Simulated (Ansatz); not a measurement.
Task: a band structure of KMgF3, space group Pm-3m, with the Ansatz DFT code, driven from Python. Give the script and its output. Settings: r2SCAN, PAW, cutoff 558 eV, 5×5×5 k-points, fixed occupations.

The script reads `kmgf3.vasp`:
```text
KMgF3
1.0
   3.98590000    0.00000000    0.00000000
   0.00000000    3.98590000    0.00000000
   0.00000000    0.00000000    3.98590000
K Mg F
1 1 3
Direct
   0.50000000    0.50000000    0.50000000
   0.00000000    0.00000000    0.00000000
   0.50000000    0.00000000    0.00000000
   0.00000000    0.50000000    0.00000000
   0.00000000    0.00000000    0.50000000
```

The script, `bands.py`:
```python
"""Bands of KMgF3 along a path through the zone."""

import warnings

import ansatz as az
from ase.io import read
import numpy as np


def main() -> None:
    warnings.simplefilter("ignore", az.DeckWarning)

    atoms = read("kmgf3.vasp", format="vasp")
    structure = az.Crystal.from_ase(atoms)

    # high-symmetry points in fractions of the reciprocal vectors
    path = [
        ("G", (0.0, 0.0, 0.0)),
        ("X", (0.0, 0.5, 0.0)),
        ("M", (0.5, 0.5, 0.0)),
        ("G", (0.0, 0.0, 0.0)),
        ("R", (0.5, 0.5, 0.5)),
        ("X", (0.0, 0.5, 0.0)),
    ]
    calculation = (
        structure.calculation()
        .occupations("Fixed")  # whole-number filling, right only where there is a gap
        .basis(41 * az.Ry)
        .kpoints(mesh=(5, 5, 5), shift=0.5)  # the mesh must be finer for metals
        .mixing("broyden", preconditioner="kerker_dos")
        .scf(lower_state_search="off")
        .functional("r2scan")
        .band_structure([point for _, point in path], intervals=8)
        .scf(extra_bands=8)
        .forces()  # eV per angstrom
    )
    def show(event):
        row = event["data"]
        if event["event"] == "scf_iter" and row.get("harris_foulkes_ev") is not None:
            print(f"  iteration {row['iter']:3d}  Harris-Foulkes {row['harris_foulkes_ev']:.5f} eV  residual {row['dr2_ev']:.2e}")


    res = calculation.session().plan().execute(on_event=show)
    data = res.report

    for key in ("converged", "n_iterations", "n_electrons", "n_kpoints", "n_pw", "n_symmetry_ops", "free_energy_ev", "fermi_energy_ev"):
        print(f"{key:18s} {data[key]}")

    # forces in eV per angstrom
    print("forces (eV/A)")
    for site, force in zip(res.lattice.sites, data["forces_ev_ang"]):
        print(f"  {site.symbol:2s} {force[0]:9.4f} {force[1]:9.4f} {force[2]:9.4f}")

    bands = res.band_structure()
    fermi = bands.fermi_energy_ev
    print(f"zero of the bands: {fermi:.3f} eV, the Fermi level found on the SCF mesh")
    levels = bands.channels[0].eigenvalues_ev - fermi
    filled = round(data["n_electrons"]) // 2
    valence, conduction = levels[:, filled - 1], levels[:, filled]
    print("k (fractions)              top valence  bottom conduction (eV)")
    for k, lo, hi in zip(bands.kpoints_frac, valence, conduction):
        print(f"{k[0]:7.3f} {k[1]:7.3f} {k[2]:7.3f} {lo:12.3f} {hi:13.3f}")
    print(f"on this path: least direct gap {np.min(conduction - valence):.3f} eV, least gap {conduction.min() - valence.max():.3f} eV")


if __name__ == "__main__":
    main()
```

Running `python bands.py` prints:
```text
  iteration   1  Harris-Foulkes -5907.24856 eV  residual 3.09e-02
  iteration   2  Harris-Foulkes -5907.35087 eV  residual 8.07e-03
  iteration   3  Harris-Foulkes -5907.34955 eV  residual 1.95e-03
  iteration   4  Harris-Foulkes -5907.34902 eV  residual 2.86e-04
  iteration   5  Harris-Foulkes -5907.34895 eV  residual 4.97e-05
  iteration   6  Harris-Foulkes -5907.34896 eV  residual 6.67e-06
  iteration   7  Harris-Foulkes -5907.34896 eV  residual 2.07e-06
  iteration   8  Harris-Foulkes -5907.34896 eV  residual 3.24e-07
  iteration   9  Harris-Foulkes -5907.34896 eV  residual 7.86e-08
converged          True
n_iterations       9
n_electrons        40.0
n_kpoints          10
n_pw               1863
n_symmetry_ops     48
free_energy_ev     -5907.348964150786
fermi_energy_ev    2.227874868989184
forces (eV/A)
  K     0.0000    0.0000    0.0000
  Mg    0.0000    0.0000    0.0000
  F     0.0000   -0.0000    0.0000
  F     0.0000   -0.0000   -0.0000
  F     0.0000   -0.0000   -0.0000
zero of the bands: 2.228 eV, the Fermi level found on the SCF mesh
k (fractions)              top valence  bottom conduction (eV)
  0.000   0.000   0.000       -0.314         8.269
  0.000   0.063   0.000       -0.322         8.340
  0.000   0.125   0.000       -0.346         8.547
  0.000   0.188   0.000       -0.380         8.871
  0.000   0.250   0.000       -0.421         9.288
  0.000   0.312   0.000       -0.461         9.767
  0.000   0.375   0.000       -0.495        10.270
  0.000   0.438   0.000       -0.518        10.744
  0.000   0.500   0.000       -0.526        11.016
  0.063   0.500   0.000       -0.534        11.066
  0.125   0.500   0.000       -0.558        11.210
  0.188   0.500   0.000       -0.408        11.436
  0.250   0.500   0.000       -0.274        11.718
  0.312   0.500   0.000       -0.165        11.816
  0.375   0.500   0.000       -0.085        11.863
  0.438   0.500   0.000       -0.036        11.886
  0.500   0.500   0.000       -0.020        11.892
  0.438   0.438   0.000       -0.051        11.858
  0.375   0.375   0.000       -0.133        11.527
  0.312   0.312   0.000       -0.233        10.854
  0.250   0.250   0.000       -0.311        10.102
  0.188   0.188   0.000       -0.341         9.394
  0.125   0.125   0.000       -0.335         8.805
  0.062   0.062   0.000       -0.320         8.410
  0.000   0.000   0.000       -0.314         8.269
  0.063   0.063   0.063       -0.327         8.478
  0.125   0.125   0.125       -0.351         9.045
  0.188   0.188   0.188       -0.363         9.829
  0.250   0.250   0.250       -0.326        10.643
  0.312   0.312   0.312       -0.203        11.253
  0.375   0.375   0.375       -0.097        11.474
  0.438   0.438   0.438       -0.025        11.441
  0.500   0.500   0.500        0.000        11.399
  0.438   0.500   0.438       -0.013        11.432
  0.375   0.500   0.375       -0.054        11.518
  0.312   0.500   0.312       -0.123        11.622
  0.250   0.500   0.250       -0.222        11.694
  0.188   0.500   0.188       -0.351        11.695
  0.125   0.500   0.125       -0.490        11.374
  0.062   0.500   0.062       -0.517        11.113
  0.000   0.500   0.000       -0.526        11.016
on this path: least direct gap 8.583 eV, least gap 8.269 eV
```

Notes:
- The settings weren't tested for convergence.
- Semilocal gaps usually lie well under measured ones.
- The Fermi level of a run with fixed occupations marks the highest occupied state on its mesh, not mid-gap.
- An absolute Fermi energy rests on an arbitrary zero of the periodic potential and has no direct meaning.
- This mesh misses the zone centre, where many direct gaps lie, so the gap can be several times too large.
- The starting cell is as deposited in a crystallographic database; the results hold for this polymorph, which needn't be the stable one.
- Levels are Kohn-Sham eigenvalues on this mesh.
- The whole script took 5.6 s on 1 thread of AMD EPYC 7R43 64-Core Processor (Zen 3), on a shared host, peak memory 0.58 GiB.

(Lines on the test bed's own set-up are left out of the output.)
